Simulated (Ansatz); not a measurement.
# C₂H₇BS: an energy map over bond length B1–C2 and dihedral H5–B1–C2–C3

A grid of calculations on C₂H₇BS, SMILES BCCS, to see where the energy is lowest and how it rises around there.

The runs use Ansatz 0.2.0; RHF/def2-TZVP.

## Step 1: The system as given

SMILES `BCCS`, 11 atoms, charge 0, spin multiplicity 1.

Atoms are counted from 1 here; the program's logs count them from 0.

Bond lengths: B1–C2 1.562 Å, B1–H5 1.218 Å, B1–H6 1.220 Å, C2–C3 1.528 Å, C2–H7 1.119 Å, C2–H8 1.118 Å, C3–S4 1.839 Å, C3–H9 1.109 Å, C3–H10 1.110 Å, S4–H11 1.363 Å. Angles: C2–B1–H5 119.2°, C2–B1–H6 122.2°, H5–B1–H6 118.6°, B1–C2–C3 118.1°, B1–C2–H7 107.0°, B1–C2–H8 107.2°, C3–C2–H7 110.5°, C3–C2–H8 111.0°, H7–C2–H8 101.8°, C2–C3–S4 115.2°, C2–C3–H9 110.7°, C2–C3–H10 111.2°, S4–C3–H9 103.6°, S4–C3–H10 109.3°, H9–C3–H10 106.2°, C3–S4–H11 96.2°.

Coordinates:

```
B    -0.73958    1.62076    0.09599
C    -0.11067    0.29768   -0.44467
C     0.49145   -0.67813    0.56507
S     1.36433   -2.12282   -0.16526
H    -1.23324    2.40970   -0.69015
H    -0.74661    1.89895    1.28390
H     0.65038    0.58769   -1.21143
H    -0.88751   -0.20441   -1.07292
H     1.27495   -0.17963    1.17220
H    -0.27436   -1.03664    1.28350
H     0.27627   -2.64995   -0.79553
```

This geometry comes from a loose relaxation at PBE in a small basis, which is not shown.

## Step 2: The minimum at this level

input.yaml reads:

```yaml
crystal:
  periodic: [false, false, false]
  atoms:
    - { symbol: B, position_ang: [-0.739578, 1.620761, 0.095994] }
    - { symbol: C, position_ang: [-0.110672, 0.297677, -0.44467] }
    - { symbol: C, position_ang: [0.491454, -0.67813, 0.565071] }
    - { symbol: S, position_ang: [1.364326, -2.122816, -0.165258] }
    - { symbol: H, position_ang: [-1.233242, 2.409698, -0.690155] }
    - { symbol: H, position_ang: [-0.746613, 1.89895, 1.2839] }
    - { symbol: H, position_ang: [0.65038, 0.587686, -1.21143] }
    - { symbol: H, position_ang: [-0.887511, -0.204407, -1.072917] }
    - { symbol: H, position_ang: [1.274948, -0.179633, 1.172202] }
    - { symbol: H, position_ang: [-0.274362, -1.036636, 1.283495] }
    - { symbol: H, position_ang: [0.276269, -2.649951, -0.795532] }
basis:
  gaussian: { orbitals: def2-TZVP }
hamiltonian:
  xc: hf
output:
  forces: true
relax:
  f_tol: 0.003
  max_steps: 120
```

Run with:

```sh
$ ansatz run input.yaml --threads 1 --pin off --max-ram 2560MiB --backend cpu --events-out ev --progress --plain --runs-dir out
```

The program printed:

```text
Warning: RAYON_NUM_THREADS=1 ignored (pool sized by the plan → 1); use --threads N
The last accepted step is kept in <dir> (removed where the run ends without a failure and the disk answers)
Engine: ansatz 0.2.0, aarch64-unknown-linux-gnu
Functional definition: HF
  exchange = exact_x
  correlation = 0
1321 factors; their error is unknown
mean field evaluation 1: about -13658.6373 eV, gradient 2.9e1 eV
mean field evaluation 2: about -13660.9035 eV, gradient 1.1e1 eV
mean field evaluation 4: about -13661.3182 eV, gradient 7.4e-1 eV
mean field evaluation 8: about -13661.4425 eV, gradient 4.3e-1 eV
mean field -13661.44270014 eV, -502.0487591717 hartree, gradient 9.0e-6 eV, S^2 0.000000; 0 other end points of the search recorded, 0 dependent functions left out
the calculation of the forces begins
reference -13661.44270014 eV, -502.0487591717 hartree; 20, 20 occupied and 152, 152 virtual orbitals, 1321 factors
relax step   1: F+E_penalty+E_count = -13661.44270014 eV  Δ(F+E_penalty+E_count) = +0.000e0 eV  max|allowed force component| = 1.267e0 eV/Å  Δτ_max = 0.0000 Å  (34 SCF iters, accepted)
these checks for a lower state are left out or cut short: starts, cluster_reference, orbital_swaps, neighbouring_geometries, increment
1321 factors; their error is unknown
mean field evaluation 16: about -13661.4074 eV, gradient 1.9e-2 eV
mean field -13661.53035108 eV, -502.0519802843 hartree, gradient 9.5e-6 eV, S^2 0.000000; 0 other end points of the search recorded, 0 dependent functions left out
the calculation of the forces begins
reference -13661.53035108 eV, -502.0519802843 hartree; 20, 20 occupied and 152, 152 virtual orbitals, 1321 factors
relax step   2: F+E_penalty+E_count = -13661.53035108 eV  Δ(F+E_penalty+E_count) = -8.765e-2 eV  max|allowed force component| = 3.933e-1 eV/Å  Δτ_max = 0.0353 Å  (30 SCF iters, accepted)
these checks for a lower state are left out or cut short: starts, cluster_reference, orbital_swaps, neighbouring_geometries, increment
1321 factors; their error is unknown
mean field -13661.53978081 eV, -502.0523268203 hartree, gradient 2.6e-5 eV, S^2 0.000000; 0 other end points of the search recorded, 0 dependent functions left out
the calculation of the forces begins
reference -13661.53978081 eV, -502.0523268203 hartree; 20, 20 occupied and 152, 152 virtual orbitals, 1321 factors
relax step   3: F+E_penalty+E_count = -13661.53978081 eV  Δ(F+E_penalty+E_count) = -9.430e-3 eV  max|allowed force component| = 1.099e-1 eV/Å  Δτ_max = 0.0388 Å  (30 SCF iters, accepted)
these checks for a lower state are left out or cut short: starts, cluster_reference, orbital_swaps, neighbouring_geometries, increment
1321 factors; their error is unknown
mean field evaluation 32: about -13661.5414 eV, gradient 2.6e-5 eV
mean field -13661.54135822 eV, -502.0523847894 hartree, gradient 2.6e-5 eV, S^2 0.000000; 0 other end points of the search recorded, 0 dependent functions left out
the calculation of the forces begins
reference -13661.54135822 eV, -502.0523847894 hartree; 20, 20 occupied and 152, 152 virtual orbitals, 1321 factors
relax step   4: F+E_penalty+E_count = -13661.54135822 eV  Δ(F+E_penalty+E_count) = -1.577e-3 eV  max|allowed force component| = 4.610e-2 eV/Å  Δτ_max = 0.0110 Å  (31 SCF iters, accepted)
these checks for a lower state are left out or cut short: starts, cluster_reference, orbital_swaps, neighbouring_geometries, increment
1321 factors; their error is unknown
mean field -13661.54151596 eV, -502.0523905859 hartree, gradient 2.6e-5 eV, S^2 0.000000; 0 other end points of the search recorded, 0 dependent functions left out
the calculation of the forces begins
reference -13661.54151596 eV, -502.0523905859 hartree; 20, 20 occupied and 152, 152 virtual orbitals, 1321 factors
relax step   5: F+E_penalty+E_count = -13661.54151596 eV  Δ(F+E_penalty+E_count) = -1.577e-4 eV  max|allowed force component| = 1.077e-2 eV/Å  Δτ_max = 0.0088 Å  (31 SCF iters, accepted)
these checks for a lower state are left out or cut short: starts, cluster_reference, orbital_swaps, neighbouring_geometries, increment
1321 factors; their error is unknown
mean field -13661.54153084 eV, -502.0523911330 hartree, gradient 2.6e-5 eV, S^2 0.000000; 0 other end points of the search recorded, 0 dependent functions left out
the calculation of the forces begins
reference -13661.54153084 eV, -502.0523911330 hartree; 20, 20 occupied and 152, 152 virtual orbitals, 1321 factors
relax step   6: F+E_penalty+E_count = -13661.54153084 eV  Δ(F+E_penalty+E_count) = -1.489e-5 eV  max|allowed force component| = 2.488e-3 eV/Å  Δτ_max = 0.0039 Å  (31 SCF iters, accepted)
1321 factors; their error is unknown
mean field evaluation 64: about -13658.8089 eV, gradient 2.9e1 eV
mean field -13661.54153084 eV, -502.0523911330 hartree, gradient 2.6e-5 eV, S^2 0.000000; 1 other end points of the search recorded, 0 dependent functions left out
the calculation of the forces begins
reference -13661.54153084 eV, -502.0523911330 hartree; 20, 20 occupied and 152, 152 virtual orbitals, 1321 factors
Total energy: -13661.54153084 eV, -502.0523911330 hartree
Atom 0 at    -0.743656     1.614018     0.103377 Å, force     0.000824     0.000010    -0.000923 eV/Å
Atom 1 at    -0.099156     0.299335    -0.469226 Å, force     0.001570     0.002177    -0.001646 eV/Å
Atom 2 at     0.491376    -0.665072     0.553296 Å, force     0.000255    -0.000336    -0.001521 eV/Å
Atom 3 at     1.323509    -2.120747    -0.150674 Å, force    -0.000272    -0.002267    -0.000020 eV/Å
Atom 4 at    -1.243398     2.394239    -0.646125 Å, force    -0.000779     0.000096     0.000243 eV/Å
Atom 5 at    -0.746317     1.866045     1.269603 Å, force     0.000101     0.000637     0.000271 eV/Å
Atom 6 at     0.663872     0.595396    -1.190105 Å, force    -0.002120     0.000387     0.002488 eV/Å
Atom 7 at    -0.853736    -0.204774    -1.074496 Å, force    -0.000320    -0.000680    -0.000846 eV/Å
Atom 8 at     1.262061    -0.175714     1.136036 Å, force    -0.000230     0.000432     0.000865 eV/Å
Atom 9 at    -0.264032    -1.000100     1.251153 Å, force     0.000391    -0.000304     0.000973 eV/Å
Atom 10 at     0.274875    -2.659427    -0.762138 Å, force     0.000581    -0.000153     0.000116 eV/Å
Dipole moment:    -0.264349     0.167522    -0.007625 e Å
```

Wall time 30 s (1 thread of Arm Neoverse V1, shared host); peak memory 0.36 GiB.

Step by step:

```
step  energy from step 1 (eV)  largest force component (eV/Å)
   1                   0.0000                          1.2670
   2                  -0.0877                          0.3933
   3                  -0.0971                          0.1099
   4                  -0.0987                          0.0461
   5                  -0.0988                          0.0108
   6                  -0.0988                          0.0025
```

Close pairs (by a distance rule), those that changed most:

```
  bond  before (Å)  after (Å)  change (Å)
S4–H11       1.363      1.328      -0.035
C3–H10       1.110      1.082      -0.028
 C2–H7       1.119      1.091      -0.028
 C2–H8       1.118      1.091      -0.027
 B1–H6       1.220      1.193      -0.027
 B1–H5       1.218      1.192      -0.027
 C3–H9       1.109      1.083      -0.026
 C3–S4       1.839      1.819      -0.021
```

## Step 3: Setting up the map

First coordinate, bond length B1–C2: 13 values from 1.289 to 2.358 Å. Second coordinate, dihedral H5–B1–C2–C3: 12 values from −180 to 150 °, periodic.

Nothing else is relaxed (all other coordinates rigid). Energies count from the relaxed molecule at the same level.

Below, 3 of the grid's runs; all are launched alike.

## Step 4: Point bond length B1–C2 = 1.556 Å, dihedral H5–B1–C2–C3 = −180°

input.yaml reads:

```yaml
crystal:
  periodic: [false, false, false]
  atoms:
    - { symbol: B, position_ang: [-0.743656, 1.614018, 0.103377] }
    - { symbol: C, position_ang: [-0.105775, 0.312837, -0.463345] }
    - { symbol: C, position_ang: [0.513721, -0.636177, 0.556437] }
    - { symbol: S, position_ang: [1.344419, -2.091522, -0.149907] }
    - { symbol: H, position_ang: [-1.243398, 2.394239, -0.646125] }
    - { symbol: H, position_ang: [-0.746317, 1.866045, 1.269603] }
    - { symbol: H, position_ang: [0.639954, 0.608309, -1.202342] }
    - { symbol: H, position_ang: [-0.867865, -0.203802, -1.048299] }
    - { symbol: H, position_ang: [1.29159, -0.134373, 1.118686] }
    - { symbol: H, position_ang: [-0.224507, -0.970776, 1.272644] }
    - { symbol: H, position_ang: [0.288529, -2.645341, -0.734781] }
basis:
  gaussian: { orbitals: def2-TZVP }
hamiltonian:
  xc: hf
output:
  forces: true
```

Run with:

```sh
$ ansatz run input.yaml --threads 1 --pin off --max-ram 2560MiB --backend cpu --events-out ev --progress --plain --runs-dir out
```

The program printed:

```text
Warning: RAYON_NUM_THREADS=1 ignored (pool sized by the plan → 1); use --threads N
[... 4 set-up lines as earlier in the session ...]
1321 factors; their error is unknown
mean field evaluation 1: about -13658.6597 eV, gradient 2.9e1 eV
mean field evaluation 2: about -13660.9856 eV, gradient 1.2e1 eV
mean field evaluation 4: about -13661.4120 eV, gradient 7.3e-1 eV
mean field evaluation 8: about -13661.5378 eV, gradient 4.3e-1 eV
mean field -13661.53807582 eV, -502.0522641634 hartree, gradient 8.2e-6 eV, S^2 0.000000; 0 other end points of the search recorded, 0 dependent functions left out
the calculation of the forces begins
reference -13661.53807582 eV, -502.0522641634 hartree; 20, 20 occupied and 152, 152 virtual orbitals, 1321 factors
Total energy: -13661.53807582 eV, -502.0522641634 hartree
Atom 0 at    -0.743656     1.614018     0.103377 Å, force    -0.163274     0.324263     0.133376 eV/Å
Atom 1 at    -0.105775     0.312837    -0.463345 Å, force     0.181646    -0.300689    -0.117682 eV/Å
Atom 2 at     0.513721    -0.636177     0.556437 Å, force     0.004485    -0.027822    -0.008557 eV/Å
Atom 3 at     1.344419    -2.091522    -0.149907 Å, force     0.002657    -0.004162     0.002270 eV/Å
Atom 4 at    -1.243398     2.394239    -0.646125 Å, force    -0.012522     0.010113     0.005543 eV/Å
Atom 5 at    -0.746317     1.866045     1.269603 Å, force    -0.006214     0.014977     0.006066 eV/Å
Atom 6 at     0.639954     0.608309    -1.202342 Å, force    -0.001788    -0.016025    -0.008982 eV/Å
Atom 7 at    -0.867865    -0.203802    -1.048299 Å, force    -0.003985    -0.004938    -0.012971 eV/Å
Atom 8 at     1.291590    -0.134373     1.118686 Å, force    -0.000828     0.001754    -0.000013 eV/Å
Atom 9 at    -0.224507    -0.970776     1.272644 Å, force    -0.000466     0.002367     0.000809 eV/Å
Atom 10 at     0.288529    -2.645341    -0.734781 Å, force     0.000289     0.000163     0.000141 eV/Å
Dipole moment:    -0.263684     0.159497    -0.006643 e Å
```

Wall time 4.1 s (1 thread of Arm Neoverse V1, shared host); peak memory 0.35 GiB.

On the map this point reads 0.33 kJ/mol.

(Part 1 of 2 ends here.)
